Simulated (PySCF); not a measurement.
**C₄H₆GeN₂: electronic excitations**

What electronic excitations should C₄H₆GeN₂ (`C[N]1C=[C](C#N)[GeH2]1`) show?

Programs: PySCF 2.14.0, with density-fitted response routines of our own. Each step states its level of theory. These are calculated values for one molecule in the gas phase, unless marked as measured. Atoms are numbered from 0 throughout.

## Step 1: Starting geometry

13 atoms, charge 0, multiplicity 1; geometry from: GFN2-xTB.

Bonds of the start (Å): C0–N1 1.44, N1–C2 1.35, C2–C3 1.37, C3–C4 1.38, C4–N5 1.15, C3–Ge6 1.97, Ge6–N1 1.93, C0–H7 1.09, C0–H8 1.09, C0–H9 1.09, C2–H10 1.08, Ge6–H11 1.52, Ge6–H12 1.52.

## Step 2: Excited states and response: wB97X-D/def2-SVPD

The job: settings as JSON, then the geometry in Å.

```
{"job": {"kind": "uv", "xc": "wB97X-D", "basis": "def2-SVPD", "nstates": 8, "ntriplets": 3}, "charge": 0, "multiplicity": 1}
C     -2.025972    -0.486072     0.121120
N     -0.606547    -0.263036     0.112348
C     -0.013717     0.799457    -0.474165
C      1.345570     0.704861    -0.315487
C      2.369502     1.533218    -0.718772
N      3.232813     2.220316    -1.053034
Ge     1.095241    -0.982288     0.666626
H     -2.554309     0.355797     0.578626
H     -2.412597    -0.627659    -0.893159
H     -2.234002    -1.383848     0.700181
H     -0.572053     1.577272    -0.975753
H      1.107300    -1.087836     2.179586
H      1.264381    -2.359694     0.054154
```

Level: TDDFT wB97X-D/def2-SVPD, vertical, gas phase, core orbitals frozen in the response.

Run with:

```console
> OMP_NUM_THREADS=1 python probes_run.py task.json out
```

This one command runs all jobs of the session in turn.

Predict these results of the whole session: lowest singlet (wB97X-D/def2-SVPD); brightest single state of those computed; lowest triplet.

The runs gave:

```
                                quantity                        value
      lowest singlet (wB97X-D/def2-SVPD)  3.86 eV (321 nm), f = 0.001
brightest single state of those computed  state 2, 4.42 eV, f = 0.201
                          lowest triplet                      2.96 eV
```

What this shows: The first singlet state (HOMO→LUMO 0.97) lies at 3.86 eV and is dark; of the 8 states computed, the strongest absorption comes from state 2 at 4.42 eV. The lowest triplet lies 0.90 eV below the lowest singlet (triplets in Tamm-Dancoff, singlets in full TDDFT).
